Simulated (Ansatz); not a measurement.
This script makes an atomisation energy of CH7NSn, SMILES [CH3][SnH2][NH2] with Ansatz's Python interface.

`ch7nsn.py`:
```python
"""Energy to split CH7NSn into its atoms."""

from collections import Counter

import ansatz as az
from ase import Atoms


def energy(molecule, charge=0, unpaired=0):
    calc = (
        molecule.calculation()
        .basis(gaussian="def2-SVP")
        .correlation("ccsd_t")
    )
    if charge:
        calc = calc.charge(charge)
    if unpaired:
        calc = calc.spin("collinear", total=unpaired)
    report = calc.run(threads=1).report
    if report["published_state_doubts"]:
        print("  doubts:", report["published_state_doubts"])
    return report["free_energy_ev"]

atoms = Atoms(["C", "Sn", "N", "H", "H", "H", "H", "H", "H", "H"], positions=[
    (-1.2989, 0.674, -0.5797),
    (0.1247, -0.7398, -0.0488),
    (1.4459, 0.1164, 1.2402),
    (-1.9999, 0.2743, -1.2987),
    (-0.8489, 1.5758, -1.0967),
    (-1.8793, 1.079, 0.3179),
    (0.9946, -1.2762, -1.4814),
    (-0.6137, -2.0813, 0.7207),
    (1.9329, 0.9232, 0.7846),
    (2.2258, -0.5964, 1.445),
])
geometry = az.Crystal.molecule_from_ase(atoms)

# Hund ground states
unpaired = {"C": 2, "Sn": 2, "N": 3, "H": 1}
counts = Counter(site.symbol for site in geometry.cartesian_sites)
atom_energy = {s: energy(az.Crystal.molecule().atom(s, (0, 0, 0)), 0, unpaired[s]) for s in counts}
whole = energy(geometry, 0, 0)
for s, e in atom_energy.items():
    print(f"{s:2s} x{counts[s]}  {e:14.5f} eV")
print(f"CH7NSn: {whole:.5f} eV")
split = sum(counts[s] * e for s, e in atom_energy.items()) - whole
print(f"atomisation energy (no zero-point term): {96.485332 * split:.1f} kJ/mol, {split / sum(counts.values()):.3f} eV an atom")
```

What does it cost to take this molecule apart into atoms?

2878.0 kJ/mol from the electronic energies, without the zero-point term.

What the script printed:

```console
$ python ch7nsn.py
C  x1     -1026.28847 eV
Sn x1     -5807.13565 eV
N  x1     -1480.89037 eV
H  x7       -13.58606 eV
CH7NSn: -8439.24542 eV
atomisation energy (no zero-point term): 2878.0 kJ/mol, 2.983 eV an atom
```

These settings explore the input space; basis and method may be short of convergence. The geometry is a force-field or estimated start, not a minimum of this method, and the basis set is short of its limit. All parts are taken at fixed geometry, without zero-point energy. def2 sets replace the cores of elements past krypton by effective core potentials. In double-zeta sets correlated atomisation energies come out some 10 to 15 % low. The spin-orbit lowering of heavy atoms is left out. Wall time of the script: 18 s on 1 thread of Intel(R) Xeon(R) Processor @ 2.30GHz, on a shared host, peak memory 0.47 GiB.
